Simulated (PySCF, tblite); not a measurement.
**CH10NPSi3 (triplet), a small gas-phase stand-in for a defect centre: EPR parameters**

Wanted: the EPR parameters for `[SiH3]P[C]N([SiH3])[SiH3]`. It is drawn as: twofold C.

Programs: tblite 0.8.0 and PySCF 2.14.0. All values are calculated, for the isolated system unless a continuum is named. Atoms count from 0, parts from 1.

## (1) The system as given

16 atoms, charge 0, multiplicity 3; geometry: distance geometry start.

## (2) Geometry optimisation with GFN2-xTB

Job settings and geometry (Å):

```
{"job": {"kind": "relax", "xc": "GFN2-xTB", "basis": "xTB"}, "charge": 0, "multiplicity": 3}
C      0.399707     0.524983     0.053328
N     -1.000763     0.082578    -0.018480
Si    -1.699816    -0.841889     1.228558
Si    -2.198766     1.093719    -0.667168
P      2.149898     1.092322     0.172184
Si     3.180779    -0.782534    -0.343871
H     -0.706021    -1.840703     1.686475
H     -2.063267     0.012658     2.364183
H     -2.895641    -1.587250     0.749700
H     -3.368305     0.278270    -1.107214
H     -2.621938     2.113212     0.332574
H     -1.658028     1.773610    -1.856511
H      2.229159     1.700028    -1.127876
H      4.610351    -0.493851    -0.573576
H      3.025111    -1.756446     0.737102
H      2.627622    -1.351498    -1.619044
```

Method: GFN2-xTB geometry optimisation, gas phase.

On the command line:

```
$ OMP_NUM_THREADS=1 python cluster_run.py task.json out
```

The driver reads the jobs from task.json and runs them one after another.

**Question.** The jobs that follow are: PBE0-D3(BJ)/def2-SVP geometry optimisation, gas phase; UKS B3LYP, IGLO-III on C N P Si, pcH-1 on H, non-relativistic, mean-field spin-orbit, GIAO; UKS BHandHLYP, IGLO-III on C N P Si, pcH-1 on H, non-relativistic, mean-field spin-orbit, GIAO. Predict: point group; rotational constants (main isotopes); D, E (B3LYP); g(iso) (B3LYP); ⟨S²⟩; largest a(iso).

As calculated:

| quantity | value |
| --- | --- |
| point group | C1 |
| rotational constants (main isotopes) | 2.03, 0.86, 0.65 GHz |
| D, E (B3LYP) | 0.406, 0.029 cm⁻¹ |
| g(iso) (B3LYP) | 2.00207 |
| ⟨S²⟩ | 2.010 (exact 2.00) |
| largest a(iso) | 13C on C0, 209.4 MHz |

What this shows: The start of the PBE0/def2-SVP relaxation was shaken at random by about 0.01 Å, so part of the energy gained, and of the first lengths quoted, undoes that. The optimisation took 8 steps and gained 0.288 eV; among the close pairs (by a distance rule), C0–P4 changed most, from 1.700 to 1.782 Å (PBE0/def2-SVP). No frequency check was run at this level, so the end point may be a saddle. C0 carries the largest spin population, 1.50 e. The isotropic g lies 0.2 ppt below the free-electron value. The coupling of 13C on C0 runs from 209.4 (B3LYP/IGLO-III+pcH-1) to 239.6 MHz (BHandHLYP/IGLO-III+pcH-1). The triplet was assumed; the singlet may lie lower. A capped cluster stands for the solid here, so long-range fields and strain are missing, and bands or shifts of the capping hydrogens have no counterpart in it.
